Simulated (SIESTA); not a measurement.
Input of a SIESTA 5.4.2 run:

File W2SeS3.fdf:

```
SystemName                      W2SeS3
SystemLabel                     W2SeS3
NumberOfSpecies                 3
NumberOfAtoms                   12
%block ChemicalSpeciesLabel
  1  74 W
  2  34 Se
  3  16 S
%endblock ChemicalSpeciesLabel

LatticeConstant                 1.0 Ang
%block LatticeVectors
     3.2151359491     0.0000000000     0.0000000000
    -1.6075679746     2.7843894086     0.0000000000
     0.0000000000     0.0000000000    35.2071308400
%endblock LatticeVectors
AtomicCoordinatesFormat         Fractional
%block AtomicCoordinatesAndAtomicSpecies
     0.0000000000     0.0000000000     0.6593503300  1  W
     0.0000000000     0.0000000000     0.2799744300  1  W
     0.6666666667     0.3333333333     0.4697624000  1  W
     0.6666666667     0.3333333333     0.0938264000  1  W
     0.0000000000     0.0000000000     0.5180815400  2  Se
     0.0000000000     0.0000000000     0.4214743000  2  Se
     0.6666666667     0.3333333333     0.6153473300  3  S
     0.6666666667     0.3333333333     0.2359664800  3  S
     0.0000000000     0.0000000000     0.1378287700  3  S
     0.0000000000     0.0000000000     0.0498414000  3  S
     0.6666666667     0.3333333333     0.7033250800  3  S
     0.6666666667     0.3333333333     0.3239705400  3  S
%endblock AtomicCoordinatesAndAtomicSpecies

%block kgrid.MonkhorstPack
   10   0   0  0.0
    0  10   0  0.0
    0   0   1  0.0
%endblock kgrid.MonkhorstPack
XC.Functional                   GGA
XC.Authors                      PBEsol
PAO.BasisSize                   DZP
PAO.EnergyShift                 0.003 Ry
Mesh.Cutoff                     800 Ry
OccupationFunction              FD
ElectronicTemperature           0.05 eV
MaxSCFIterations                120
SCF.MustConverge                false
SCF.Mixer.Method                Pulay
SCF.Mixer.Weight                0.25
SCF.Mixer.History               8
SCF.DM.Tolerance                5.0e-05
SCF.H.Tolerance                 1.0e-03 eV
WriteForces                     true
Charge.Mulliken                 end
%block PAO.Basis
  W 5
  n=5 0 2
    3.045 0.000
  n=6 0 2
    7.595 0.000
  n=5 1 2
    3.655 0.000
  n=6 1 1
    7.595
  n=5 2 2
    6.615 0.000
  Se 4
  n=4 0 2
    5.129 0.000
  n=4 1 2
    6.708 0.000
  n=3 2 2
    2.662 0.000
  n=4 2 1
    6.708
%endblock PAO.Basis
```

Potentials or basis: PseudoDojo 0.4 standard (PBEsol files), DZP (energy shift 0.003 Ry; two zetas on semicore shells).

Launch:

```console
$ siesta < W2SeS3.fdf > W2SeS3.out 2>&1
```

(1) What does it give for the largest force?

(2) Predict the band gap on the k mesh.

Answers

(1) 0.851 eV/Å.

(2) 1.34 eV, indirect (least direct gap 1.39 eV).

Caveat: spin-orbit coupling is left out, which moves the levels of the heavy elements; the basis of atomic orbitals isn't converged, which shifts pressures, moduli and gaps.
